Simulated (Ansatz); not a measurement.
Write a Python script for the Python package of Ansatz (0.2.0) that makes an active-space calculation of BrClMg, SMILES [Cl][Mg][Br]. Use: SC-NEVPT2, def2-SVP basis, multiplicity 1.

```yaml
atoms:
  - { symbol: Cl, position_ang: [0.9454, 2.0839, 0.7351] }
  - { symbol: Mg, position_ang: [0.0091, 0.0391, 0.0121] }
  - { symbol: Br, position_ang: [-0.9654, -2.1879, -0.7604] }
```

The script, `cas_brclmg.py`:
```python
'''Active-space calculation on BrClMg.'''

import ansatz as az
from ase import Atoms


def main() -> None:
    atoms = Atoms(['Cl', 'Mg', 'Br'], positions=[
        (0.9454, 2.0839, 0.7351),
        (0.0091, 0.0391, 0.0121),
        (-0.9654, -2.1879, -0.7604),
    ])
    geometry = az.Crystal.molecule_from_ase(atoms)

    calculation = geometry.calculation().basis(gaussian='def2-SVP').correlation(active_electrons=2, active_orbitals=3)
    for method in ['sc_nevpt2']:
        r = (calculation if method is None else calculation.correlation(method)).run(threads=1, backend='cpu').report
        space = r['configurations']
        state = space['states'][0]
        print(method or 'casscf', f'total {r["free_energy_ev"] / 27.211386246:.6f} Ha, active-space state {state["energy"]["hartree"]:.6f} Ha, mean field {r["reference_energy_ev"] / 27.211386246:.6f} Ha')
        print('  determinants', state['n_determinants'], ' natural occupations', [round(n, 3) for n in space['natural_occupations']])
    print('effectively unpaired electrons, sum of min(n, 2 - n):', round(sum(min(n, 2 - n) for n in space['natural_occupations']), 3))


if __name__ == '__main__':
    main()
```

```console
$ python cas_brclmg.py
sc_nevpt2 total -3231.547312 Ha, active-space state -3231.163279 Ha, mean field -3231.152108 Ha
  determinants 9  natural occupations [1.981, 0.014, 0.004]
effectively unpaired electrons, sum of min(n, 2 - n): 0.037
```

What to keep in mind:
- The settings weren't tested for convergence.
- The geometry is a force-field or estimated start, not a minimum of this method, and the basis set is short of its limit. The active space starts as a window about the frontier orbitals and is then optimised, not chosen by chemistry.
- Hardware and time: 16 s on 1 thread of Arm Neoverse V1, with other jobs on the host, peak memory 0.24 GiB.
